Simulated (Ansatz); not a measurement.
Task: a relaxed scan of one distance of Br2Ge, SMILES [Br][Ge][Br], with the Ansatz DFT code, driven from Python. Give the script and its output. Use (for the species named): B3LYP, def2-SVP basis, multiplicity 1.

```json
{"atom": "Br", "x (Å)": "-0.3505", "y (Å)": "1.8139", "z (Å)": "-0.4178"}
{"atom": "Ge", "x (Å)": "-0.8143", "y (Å)": "-0.3436", "z (Å)": "0.2107"}
{"atom": "Br", "x (Å)": "1.1538", "y (Å)": "-1.5351", "z (Å)": "0.1938"}
```

`relaxed_scan_br2ge.py`
```python
# -*- coding: utf-8 -*-
import ansatz as az
import numpy as np

GEOMETRY = """
Br   -0.35050    1.81390   -0.41780
Ge   -0.81430   -0.34360    0.21070
Br    1.15380   -1.53510    0.19380
"""

geometry = az.Crystal.molecule()
for line in GEOMETRY.strip().splitlines():
    symbol, *xyz = line.split()
    geometry = geometry.atom(symbol, [float(v) for v in xyz])

calculation = (
    geometry.calculation()
    .basis(gaussian="def2-SVP")
    .functional("B3LYP")
    .accuracy("medium")
)
symbols = [site.symbol for site in geometry.cartesian_sites]
pairs = [(0, 1), (1, 2)]
print("held (A)   E (eV)        ", "  ".join(f"{symbols[i]}{i}-{symbols[j]}{j}" for i, j in pairs))
for length in [2.12, 2.3, 2.48, 2.76, 3.11]:
    rep = calculation.relax(constraints=[az.DistanceConstraint((1, 2), at=length)], force_tolerance=0.02, max_steps=60).run(threads=1).report
    xyz = np.array(rep["positions_ang"])
    print(f"{length:6.2f} {rep['free_energy_ev']:14.5f}  ", "  ".join(f"{np.linalg.norm(xyz[i] - xyz[j]):.3f}" for i, j in pairs))
```

```console
$ python relaxed_scan_br2ge.py
held (A)   E (eV)         Br0-Ge1  Ge1-Br2
DeckWarning: relax.constraints: the input's atoms, or those drawn, lie off the distances that are held; a relaxation that starts there is brought onto them ahead of its first SCF, by positions alone, an atom by 9.04e-2 Å at the most. With the symmetry detection on, the symmetry is detected on the input's atoms as so [...]
  2.12  -196591.42394   2.400  2.120
  2.30  -196591.87773   2.379  2.300
  2.48  -196591.85223   2.360  2.480
  2.76  -196591.41131   2.336  2.760
  3.11  -196590.68736   2.319  3.110
```
(Warnings from the package without file and line, shortened, repeats left out.)

Reading the output:
- The settings weren't tested for convergence.
- The energies are electronic: no zero-point or thermal terms, and the basis set is short of its limit.
- b3lyp holds the VWN-RPA fit, as in Gaussian; the form of ORCA and Turbomole is b3lyp5.
- Hardware and time: 110 s on 1 thread of Arm Neoverse V2, with other jobs on the host, peak memory 0.31 GiB.
